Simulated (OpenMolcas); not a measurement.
**Os⁴⁺ among point charges: CASSCF and CASPT2 levels and susceptibility**

How does a field of 6 point charges split the states of Os⁴⁺, and what χT follows?

The numbers are computed with OpenMolcas 26.06 (state-averaged CASSCF and CASPT2, spin-orbit coupling by RASSI with atomic mean-field integrals), except any that are marked as measured or tabulated.

### Step 1. The system

| Item | Value |
| --- | --- |
| Species | Os⁴⁺ (osmium, Z = 76, 72 electrons) |
| Basis | ANO-RCC-VDZP [7s6p4d2f1g], 68 functions |
| Scalar Hamiltonian | DKH2, point nucleus |
| Inactive shells | 1s 2s 2p 3s 3p 3d 4s 4p 4d 4f 5s 5p |
| Active space | 4 electrons in 5 orbitals (5d) |
| Some configurations of this space | 5d⁴ |
| Orbitals | optimised for each spin and parity, averaged over all roots |

The outer shells:

5d4
```
5d [↑ ][↑ ][↑ ][↑ ][  ]
```

The ion sits among 6 point charges of -0.85 e arranged as an octahedron (Oh), 2.03 Å from the ion.

Each step is its own input file, run in one work folder so that later steps find the files of earlier ones. Labels, J, g values, rates, χT and fits are worked out afterwards by a script from the matrices that RASSI stores. The input lists half of the charges; inversion (Group=XYZ) makes the rest.

### Step 2. Basis and integrals

Contents of a.inp:

```
&GATEWAY
Coord
1

Os 0.0 0.0 0.0
Basis=ANO-RCC-VDZP
Group=XYZ
NoMove
AngMom=0.0 0.0 0.0
AMFI
XField
3 Angstrom 0
2.030000 0.000000 0.000000 -0.850000
0.000000 2.030000 0.000000 -0.850000
0.000000 0.000000 2.030000 -0.850000
&SEWARD
```

Command:

```console
$ OMP_NUM_THREADS=1 MOLCAS_MEM=1689 MOLCAS_PROJECT=a pymolcas a.inp > a.log
```

### Step 3. Reference wave functions, quintets of even parity, 5 roots

Contents of a.inp:

```
&RASSCF
FileOrb=start.orb
Symmetry=1
Spin=5
nActEl=4 0 0
Inactive=15 19
Ras2=5 0
CIRoot=5 5 1
SDav=5
CIMx=300
Iter=120 100
PrWF=0.3
OrbListing=Nothing
MaxOrb=0
>>> COPY $Project.JobIph JOB001
```

start.orb holds the contracted functions of the basis, ordered by shell, or the orbitals of the step before.

### Step 4. Reference wave functions, triplets of even parity, 45 roots

Contents of a.inp:

```
&RASSCF
FileOrb=start.orb
Symmetry=1
Spin=3
nActEl=4 0 0
Inactive=15 19
Ras2=5 0
CIRoot=45 45 1
SDav=45
CIMx=300
Iter=120 100
PrWF=0.3
OrbListing=Nothing
MaxOrb=0
>>> COPY $Project.JobIph JOB002
```

### Step 5. Reference wave functions, singlets of even parity, 50 roots

Contents of a.inp:

```
&RASSCF
FileOrb=start.orb
Symmetry=1
Spin=1
nActEl=4 0 0
Inactive=15 19
Ras2=5 0
CIRoot=50 50 1
SDav=50
CIMx=300
Iter=120 100
PrWF=0.3
OrbListing=Nothing
MaxOrb=0
>>> COPY $Project.JobIph JOB003
```

### Step 6. RASSI: spin-orbit coupling between the states

Contents of a.inp:

```
&RASSI
NrOfJobIphs=3 5 45 50
1 2 3 4 5
1 2 3 4 5 6 7 8 9 10 11 12 13 14 15 16 17 18 19 20 21 22 23 24 25 26 27
28 29 30 31 32 33 34 35 36 37 38 39 40 41 42 43 44 45
1 2 3 4 5 6 7 8 9 10 11 12 13 14 15 16 17 18 19 20 21 22 23 24 25 26 27
28 29 30 31 32 33 34 35 36 37 38 39 40 41 42 43 44 45 46 47 48 49 50
IphNames
JOB001
JOB002
JOB003
EJob
SpinOrbit
DIPRint=1.0
SOCoupling=1000.0
Subsets=2
Property=9
'ANGMOM' 1 'ANGMOM' 2 'ANGMOM' 3 'MLTPL  1' 1 'MLTPL  1' 2 'MLTPL  1' 3
'AMFI' 1 'AMFI' 2 'AMFI' 3
SOProperty=3
'ANGMOM' 1 'ANGMOM' 2 'ANGMOM' 3
```

### Step 7. CASPT2: IPEA 0.25, imaginary shift 0.1 (closed shells correlated: 5s 5p)

Contents of a.inp:

```
>>> COPY JOB001 $Project.JobIph
&CASPT2
Multistate=5 1 2 3 4 5
NoMult
Frozen=14 16
IPEA=0.25
Imaginary=0.1
MaxIter=60
WThr=0.0 0.3 0.05
PrWF=0.5
NoMix
>>> COPY JOB002 $Project.JobIph
&CASPT2
Multistate=45 1 2 3 4 5 6 7 8 9 10 11 12 13 14 15 16 17 18 19 20 21 22
23 24 25 26 27 28 29 30 31 32 33 34 35 36 37 38 39 40 41 42 43 44 45
NoMult
Frozen=14 16
IPEA=0.25
Imaginary=0.1
MaxIter=60
WThr=0.0 0.3 0.05
PrWF=0.5
NoMix
>>> COPY JOB003 $Project.JobIph
&CASPT2
Multistate=50 1 2 3 4 5 6 7 8 9 10 11 12 13 14 15 16 17 18 19 20 21 22
23 24 25 26 27 28 29 30 31 32 33 34 35 36 37 38 39 40 41 42 43 44 45 46
47 48 49 50
NoMult
Frozen=14 16
IPEA=0.25
Imaginary=0.1
MaxIter=60
WThr=0.0 0.3 0.05
PrWF=0.5
NoMix
```

(Steps that only read results are left out.)

What does the calculation give? Wanted: spin-free ground state; first state of the same spin within the active space; lowest level; next level.

As calculated:

| quantity | value |
| --- | --- |
| method | SS-CASPT2, IPEA 0.25, imaginary shift 0.1 (closed shells correlated: 5s 5p) |
| spin-free ground state | 5E, 2-fold in its orbital part |
| first state of the same spin within the active space | 5T2 at 4640 cm⁻¹ |
| lowest level | 1-fold A1 |
| next level | 4786.0 cm⁻¹ |
| χT at 300 K | 0.06 cm³ K/mol |
| effective moment at 300 K | 0.68 μB |

Cost by method:

```csv
method,time of its own steps,time with the reference
A. CASSCF,30 s,30 s
"B. SS-CASPT2, IPEA 0.25, imaginary shift 0.1, +5s 5p",13 s,43 s
```

Times are of one thread on a shared host.

**Reading.** The spin-free ground state (5E) comes to 100 % from free-ion D terms and keeps the highest spin of the shell. χT at 300 K is 0.06, against 3.01 cm³ K/mol for the spin alone, so spin-orbit coupling lowers it. An active space of the d shell alone favours high spin; real ions in strong fields can be low spin. A ligand-field fit to the states below 45000 cm-1 gives 10Dq = 4597 cm-1, B = 715 cm-1 and C = 3376 cm-1 (C/B = 4.72), with a deviation of 420 cm-1. CASPT2 does not keep the components of a term degenerate, and the means are used. An orbital doublet at a regular site is open to a Jahn-Teller distortion, which this geometry leaves out. The field of point charges can differ much from that of real complexes. With metal d orbitals alone active, the gaps between spin states are rough; where two lie within a few thousand cm-1, their order is open. Point charges carry no covalency, so the field is a model and not that of real ligands.
